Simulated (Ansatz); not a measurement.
**B2FH4N: how energies converge with the basis set**

An exercise on one series of results from a longer session: the logs are not shown, and one member is left open.

The runs use Ansatz 0.2.0, Gaussian basis; one geometry, several basis sets.

Levels to be run: PBE0-D4/def2-SVP; ωB97M-V/def2-SVP; PBE0-D4/def2-QZVPP; ωB97M-V/def2-QZVPP; the functionals' def2-TZVPP values are taken from earlier runs.

## Structure used throughout

The geometry comes from an earlier relaxation with PBE0-D4 in a triple-zeta def2 set; it is a stationary point, not always the lowest conformer.

8 atoms, charge 0, spin multiplicity 1.

Atoms are counted from 1 here; the program's logs count them from 0.

Bond lengths: N1–B2 1.388 Å, N1–H5 1.007 Å, N1–H6 1.008 Å, B2–B3 1.713 Å, B2–H7 1.200 Å, B3–F4 1.327 Å, B3–H8 1.212 Å. Angles: B2–N1–H5 124.0°, B2–N1–H6 122.8°, H5–N1–H6 113.3°, N1–B2–B3 117.2°, N1–B2–H7 117.4°, B3–B2–H7 125.4°, B2–B3–F4 121.6°, B2–B3–H8 123.9°, F4–B3–H8 114.5°.

The first run:

Input file in.yaml:

```yaml
crystal:
  periodic: [false, false, false]
  atoms:
    - {symbol: N, position_ang: [-0.552169, 1.185944, 0.037497]}
    - {symbol: B, position_ang: [0.204450, 0.189220, -0.562017]}
    - {symbol: B, position_ang: [0.417015, -1.266798, 0.315171]}
    - {symbol: F, position_ang: [1.145853, -2.266400, -0.164589]}
    - {symbol: H, position_ang: [-0.740211, 2.080609, -0.385138]}
    - {symbol: H, position_ang: [-0.969962, 1.080381, 0.948713]}
    - {symbol: H, position_ang: [0.655993, 0.417325, -1.650292]}
    - {symbol: H, position_ang: [-0.068867, -1.477282, 1.404956]}
basis:
  gaussian: {orbitals: def2-SVP}
hamiltonian: {xc: pbe0, dispersion: d4}
output: {orbitals: {seedname: orbitals}}
```

On the command line:

```
$ ansatz run in.yaml --threads 2 --pin off --events-out ev --progress --plain --max-ram 4352MiB
```

Among the steps run: PBE0-D4 in def2-SVP; ωB97M-V in def2-SVP; PBE0-D4 in def2-QZVPP; ωB97M-V in def2-QZVPP.

One of the session's tables, all rows but one given; the rest of the session is left out.

It belongs to the step «Density functionals: the series». 

| functional | basis | HOMO (eV) | LUMO (eV) |
| --- | --- | --- | --- |
| PBE0-D4 | def2-SVP | -7.58 | -1.56 |
| PBE0-D4 | def2-TZVPP | -7.71 | -1.75 |
| PBE0-D4 | def2-QZVPP | -7.73 | -1.78 |
| ωB97M-V | def2-SVP | ? | ? |
| ωB97M-V | def2-TZVPP | -9.99 | 0.29 |
| ωB97M-V | def2-QZVPP | -10.01 | 0.21 |

**Question.** Estimate the row for ωB97M-V, def2-SVP.

The run gave: HOMO (eV): -9.81; LUMO (eV): 0.59. In the column «HOMO (eV)» it lies between ωB97M-V, def2-TZVPP (-9.99) and PBE0-D4, def2-QZVPP (-7.73).
